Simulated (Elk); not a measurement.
# Br: a single-point run

The task is a single-point run on Br.

Program: Elk 11.2.3 (patched build). Level of theory: DFT, PBEsol, all-electron APW+lo, Dirac cores, scalar-relativistic bands; ground state. These are calculated values, not measurements.

## 1. The system as given

It takes space group Immm (No. 71, orthorhombic). The conventional cell has a = 2.574 Å, b = 3.440 Å, c = 7.156 Å, α = 90.00°, β = 90.00°, γ = 90.00°. Around Br (site symmetry mmm) lie 2 Br at 2.57 Å.

Coordinates:

```xyz
1
Lattice="-1.2868 1.7200 3.5780 1.2868 -1.7200 3.5780 1.2868 1.7200 -3.5780" Properties=species:S:1:pos:R:3 pbc="T T T"
Br    0.0000    0.0000    0.0000
```

## 2. Input and run

Input file elk.in:

```
tasks
  0

xctype
  22

rgkmax
  7.5

gmaxvr
  14.0

lmaxapw
  9

lmaxo
  7

lmaxi
  2

nrmtscf
  1.5

lradstp
  4

nempty
  5

epspot
  1e-06

epsengy
  0.0001

maxscl
  50

swidth
  0.002

ecutwfc
  40.0

sppath
  './'

avec
  -2.43163987127 3.25032364312 6.76142336873
  2.43163987127 -3.25032364312 6.76142336873
  2.43163987127 3.25032364312 -6.76142336873

atoms
  1
  'Br.in'
  1
  0.000000000000 0.000000000000 0.000000000000   0.000 0.000 0.000

ngridk
  14 14 14
```

Run with:

```sh
$ OMP_NUM_THREADS=1 elk
```

What happens when this is run?

The run ended at the input check. The line that matters: «Error(readinput): invalid block name : ecutwfc  »

The input holds a keyword that this program doesn't have at that place; such names come from other codes or other sections.

The usual advice: take the foreign keyword out.
